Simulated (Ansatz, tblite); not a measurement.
# The cluster Al₃Sb₃H₁₂: rung by rung

The task here is to estimate one member of a computed series from the others.

Computed with Ansatz 0.2.0, Gaussian basis. Level: as each input shows.

Plan: GFN1-xTB, GFN2-xTB, PBE-D4/def2-TZVP, r2SCAN-D4/def2-TZVP, r2SCAN0-D4/def2-TZVP, PBE-QIDH/def2-TZVP, HF/def2-TZVP, PBE-D4/def2-SVP, PBE0-D4/def2-SVP, PBE0-D4/def2-TZVPD, PBE-D4/def2-TZVPD, r2SCAN0-D4/def2-TZVPD, MP2/def2-TZVP, RPA/def2-TZVP.

4 further runs of the same task are left out: 3 that didn't finish, 1 set aside as unsound or not needed.

## The relaxed structure

The geometry is that of the singlet, from an earlier relaxation (PBE-D4/def2-SVP).

18 atoms, charge 0, spin multiplicity 1.

Bond lengths: Al1–Al2 2.664 Å, Al1–Sb4 2.676 Å, Al1–H7 1.756 Å, Al1–H8 1.597 Å, Al1–H10 1.693 Å, Al2–Sb5 2.707 Å, Al2–H7 1.753 Å, Al2–H9 1.595 Å, Al3–H11 1.598 Å, Al3–H12 1.598 Å, Al3–H15 1.646 Å, Sb4–H13 1.738 Å, Sb4–H14 1.739 Å, Sb5–Sb6 2.852 Å, Sb5–H16 1.737 Å, Sb6–H17 1.836 Å, Sb6–H18 1.743 Å. Angles: Al2–Al1–Sb4 112.2°, Al2–Al1–H7 40.6°, Al2–Al1–H8 118.1°, Al2–Al1–H10 44.6°, Sb4–Al1–H7 105.7°, Sb4–Al1–H8 129.0°, Sb4–Al1–H10 108.6°, H7–Al1–H8 106.8°, H7–Al1–H10 85.1°, H8–Al1–H10 112.2°, Al1–Al2–Sb5 102.8°, Al1–Al2–H7 40.7°, Al1–Al2–H9 115.2°, Sb5–Al2–H7 109.6°, Sb5–Al2–H9 128.6°, H7–Al2–H9 121.9°, H11–Al3–H12 125.0°, H11–Al3–H15 115.3° and more.

Sb takes a core potential in the def2 sets. No spin-orbit coupling is included.

PBE0-D4/def2-TZVP was run before; its log isn't repeated, and its numbers join the tables.

The first run:

Tight binding, by tblite at 300 K electronic temperature and without a spin-polarisation term:

```python
tblite.interface.Calculator('GFN1-xTB', numbers, positions, charge=0, uhf=0).singlepoint()
```

Tight binding, by tblite at 300 K electronic temperature and without a spin-polarisation term:

```python
tblite.interface.Calculator('GFN2-xTB', numbers, positions, charge=0, uhf=0).singlepoint()
```

start.molden holds the orbitals of an earlier run on this state, given as this run's starting guess.

Contents of in.yaml:

```yaml
crystal:
  periodic: [false, false, false]
  atoms:
    - {symbol: Al, position_ang: [-1.401028, -1.797561, 0.881794]}
    - {symbol: Al, position_ang: [0.438413, -1.259883, -0.968622]}
    - {symbol: Al, position_ang: [0.393133, 1.832904, -2.314126]}
    - {symbol: Sb, position_ang: [-0.874594, -0.587687, 3.210274]}
    - {symbol: Sb, position_ang: [2.501878, -0.300593, 0.498336]}
    - {symbol: Sb, position_ang: [1.423398, 2.332057, 0.693773]}
    - {symbol: H, position_ang: [-1.068793, -0.602375, -0.361494]}
    - {symbol: H, position_ang: [-2.717714, -2.579949, 0.429662]}
    - {symbol: H, position_ang: [0.479449, -2.273680, -2.199823]}
    - {symbol: H, position_ang: [0.011995, -2.550784, 0.331666]}
    - {symbol: H, position_ang: [-0.896659, 2.570598, -2.901186]}
    - {symbol: H, position_ang: [1.902055, 2.312421, -2.530875]}
    - {symbol: H, position_ang: [-2.305820, 0.371492, 2.982475]}
    - {symbol: H, position_ang: [-1.804023, -1.808375, 4.029276]}
    - {symbol: H, position_ang: [0.256442, 0.200557, -2.151880]}
    - {symbol: H, position_ang: [3.370080, 0.210936, -0.915927]}
    - {symbol: H, position_ang: [0.068317, 2.170842, -0.534035]}
    - {symbol: H, position_ang: [0.223462, 1.759080, 1.820699]}
basis:
  gaussian: {orbitals: def2-TZVP, initial_orbitals: start.molden}
hamiltonian: {xc: pbe, dispersion: d4}
scf: {omitted_lower_state_checks: [starts]}
output: {orbitals: {seedname: orbitals}}
```

Run with:

```bash
ansatz run in.yaml --threads 4 --pin off --events-out ev --progress --plain --max-ram 4787MiB
```

Steps of the session up to this table: PBE-D4/def2-TZVP; r2SCAN-D4/def2-TZVP; r2SCAN0-D4/def2-TZVP; PBE-QIDH/def2-TZVP; HF/def2-TZVP; PBE-D4/def2-SVP; PBE0-D4/def2-SVP; PBE0-D4/def2-TZVPD; PBE-D4/def2-TZVPD; r2SCAN0-D4/def2-TZVPD; MP2/def2-TZVP; RPA/def2-TZVP.

One table of the session follows, with a row left open; its other results are not shown here.

| level | binding an atom (eV) |
| --- | --- |
| HF/def2-TZVP | 1.632 |
| PBE-D4/def2-SVP | 2.370 |
| PBE-D4/def2-TZVP | 2.375 |
| PBE-D4/def2-TZVPD | 2.376 |
| r2SCAN-D4/def2-TZVP | 2.389 |
| PBE0-D4/def2-SVP | 2.344 |
| PBE0-D4/def2-TZVP | 2.353 |
| PBE0-D4/def2-TZVPD | 2.354 |
| r2SCAN0-D4/def2-TZVP | ? |
| r2SCAN0-D4/def2-TZVPD | 2.363 |
| MP2/def2-TZVP | 2.193 |

Estimate the missing values for r2SCAN0-D4/def2-TZVP.

The run gave: binding an atom (eV): 2.362. In the column «binding an atom (eV)» it lies between PBE0-D4/def2-TZVPD (2.354) and r2SCAN0-D4/def2-TZVPD (2.363).

Caveats from the session: Free atoms were run apart at each level; binding is atoms less cluster, divided by the number of atoms, without zero-point or spin-orbit terms.
